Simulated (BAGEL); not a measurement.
**BeCl2 (SMILES [Cl][Be][Cl]) at PBE0/def2-TZVPP (density fitting with qzvpp-jkfit)**

Aim: the energy change on altering one bond length of BeCl2 at PBE0/def2-TZVPP (density fitting with qzvpp-jkfit), from 2 runs. 

The calculation is run with BAGEL 1.2.2.

13 further runs of the same task are left out: 13 set aside as unsound or not needed.

### Step 1. The molecule

The species is BeCl2 (3 atoms), meant as a singlet with charge 0. As SMILES, `[Cl][Be][Cl]`. Geometry: a GFN2-xTB relaxation, a rough one for these elements and not checked as a minimum.

Bond lengths: Be1–Cl2 1.762 Å, Be1–Cl3 1.761 Å. Angles: Cl2–Be1–Cl3 180.0°.

### Step 2. The energy at PBE0/def2-TZVPP (density fitting with qzvpp-jkfit)

File dft.json:

```json
{ "bagel": [

{
  "title": "molecule",
  "basis": "tzvpp",
  "df_basis": "qzvpp-jkfit",
  "angstrom": true,
  "geometry": [
    { "atom": "Be", "xyz": [    0.000220,    0.000130,   -0.000220 ] },
    { "atom": "Cl", "xyz": [   -0.016390,   -0.020190,    1.761270 ] },
    { "atom": "Cl", "xyz": [    0.016170,    0.020060,   -1.761060 ] }
  ]
},
{ "title": "ks", "xc_func": "pbe0" },
{ "title": "print", "file": "orbitals.molden", "orbitals": true }

]}
```

Run with:

```sh
$ BAGEL_NUM_THREADS=1 BAGEL dft.json > dft.out
```

Log:

```text
* using 1 threads per process

  ===============================================================
  ===============================================================

  *** Geometry ***

  { "atom" : "Be", "xyz" : [      0.000416,      0.000246,     -0.000416 ] },
  { "atom" : "Cl", "xyz" : [     -0.030973,     -0.038154,      3.328318 ] },
  { "atom" : "Cl", "xyz" : [      0.030557,      0.037908,     -3.327921 ] },

  Number of auxiliary basis functions:      307

  Since a DF basis is specified, we compute 2- and 3-index integrals:
    o Being stored without compression. Storage requirement is 0.026 GB

  Number of basis functions:      103
  Number of electrons      :       38

    * METHOD: MOLECULE                             0.09

  *** Kohn-Sham DFT ***

    * Removing 4031 points whose weight is below 1.00e-10
    * Grid points: 40687

  === Nuclear Repulsion ===
    84.2727274815

       - DIIS with orbital gradients will be used.

  === KS iteration (pbe0 / tzvpp) ===
      0       -787.38662642          0.43397097           0.17
      1       -731.82014210          0.64919881           0.12
      2       -769.65635614          0.48505658           0.10
      3       -828.52643216          0.34430332           0.10
      4       -906.68195259          0.13289126           0.12
      5       -901.38136222          0.13930011           0.10
      6       -932.90954692          0.05835965           0.11
      7       -934.67864241          0.02604214           0.11
      8       -934.95096020          0.00976776           0.11
      9       -934.98488330          0.00168147           0.11
     10       -934.98610267          0.00070719           0.10
     11       -934.98641172          0.00011426           0.11
     12       -934.98641590          0.00002447           0.11
     13       -934.98641606          0.00000862           0.11
     14       -934.98641608          0.00000310           0.11
     15       -934.98641608          0.00000050           0.11
     16       -934.98641608          0.00000008           0.11
     17       -934.98641608          0.00000004           0.11
     18       -934.98641608          0.00000000           0.10
    * SCF iteration converged.

    * Permanent dipole moment:
           (   -0.000369,    -0.000223,     0.001192) a.u.

    * METHOD: KS                                   2.30

    * METHOD: PRINT                                0.04

  ===============================================================
```

Run time: 2.7 s. Hardware: 1 thread of AMD EPYC 9R14 (Zen 4), shared host; peak memory 0.23 GiB.

### Step 3. The distorted shape at the same level

File job.json:

```json
{ "bagel" : [

{
  "title" : "molecule",
  "basis" : "tzvpp",
  "df_basis" : "qzvpp-jkfit",
  "angstrom" : true,
  "geometry" : [
    { "atom" : "Be", "xyz" : [      -0.004565,      -0.005849,       0.527999 ] },
    { "atom" : "Cl", "xyz" : [      -0.021175,      -0.026169,       2.289489 ] },
    { "atom" : "Cl", "xyz" : [       0.016170,       0.020060,      -1.761060 ] }
  ]
},

{
  "title" : "ks",
  "xc_func" : "pbe0"
},

{
  "title" : "print",
  "file" : "orbitals.molden",
  "orbitals" : true
}

]}
```

Run with:

```sh
$ BAGEL_NUM_THREADS=1 BAGEL job.json > job.out
```

Log:

```text
* using 1 threads per process

  ===============================================================
  ===============================================================

  *** Geometry ***

  { "atom" : "Be", "xyz" : [     -0.008627,     -0.011053,      0.997774 ] },
  { "atom" : "Cl", "xyz" : [     -0.040015,     -0.049452,      4.326507 ] },
  { "atom" : "Cl", "xyz" : [      0.030557,      0.037908,     -3.327921 ] },

  Number of auxiliary basis functions:      307

  Since a DF basis is specified, we compute 2- and 3-index integrals:
    o Being stored without compression. Storage requirement is 0.026 GB

  Number of basis functions:      103
  Number of electrons      :       38

    * METHOD: MOLECULE                             0.09

  *** Kohn-Sham DFT ***

    * Removing 3662 points whose weight is below 1.00e-10
    * Grid points: 41056

  === Nuclear Repulsion ===
    73.8961482925

       - DIIS with orbital gradients will be used.

  === KS iteration (pbe0 / tzvpp) ===
      0       -778.47864015          0.41940648           0.19
      1       -756.42646310          0.24942228           0.17
      2       -754.49415091          0.47113784           0.16
      3       -826.25981028          0.38113572           0.16
      4       -856.55398300          0.33740292           0.16
      5       -862.94291862          0.31880759           0.16
      6       -926.18332711          0.10858920           0.16
      7       -924.62104134          0.10828840           0.16
      8       -934.37839520          0.03049565           0.17
      9       -934.85455716          0.01587166           0.16
     10       -934.93338665          0.00367027           0.16
     11       -934.94209203          0.00076187           0.16
     12       -934.94236161          0.00041626           0.16
     13       -934.94248062          0.00006121           0.16
     14       -934.94248182          0.00001200           0.16
     15       -934.94248186          0.00000848           0.16
     16       -934.94248188          0.00000126           0.16
     17       -934.94248188          0.00000036           0.16
     18       -934.94248188          0.00000008           0.16
     19       -934.94248188          0.00000006           0.16
     20       -934.94248188          0.00000001           0.16
    * SCF iteration converged.

    * Permanent dipole moment:
           (    0.008239,     0.010503,    -0.944140) a.u.

    * METHOD: KS                                   3.62

    * METHOD: PRINT                                0.04

  ===============================================================
```

Wall time 4.2 s (1 thread of AMD EPYC 9R14 (Zen 4), shared host); peak memory 0.23 GiB.

### Step 4. Outcome

Level: PBE0/def2-TZVPP (density fitting with qzvpp-jkfit).

| quantity | value |
| --- | --- |
| first shape: total energy | -934.98642 Eh |
| first shape: dipole moment | 0.00 D |
| first shape: HOMO energy | -9.57 eV |
| first shape: LUMO energy | -0.38 eV |
| first shape: HOMO–LUMO gap | 9.19 eV |
| distorted shape: total energy | -934.94248 Eh |
| distorted shape: dipole moment | 2.40 D |
| distorted shape: HOMO energy | -8.62 eV |
| distorted shape: LUMO energy | -1.63 eV |
| distorted shape: HOMO–LUMO gap | 6.98 eV |
| energy change with the Be1–Cl3 bond stretched from 1.761 to 2.289 Å | 1.196 eV |

**Reading.** With the Be1–Cl3 bond stretched from 1.761 to 2.289 Å the energy rises by 1.20 eV (28 kcal/mol). The first shape isn't relaxed at this level, so the change isn't measured from a minimum.
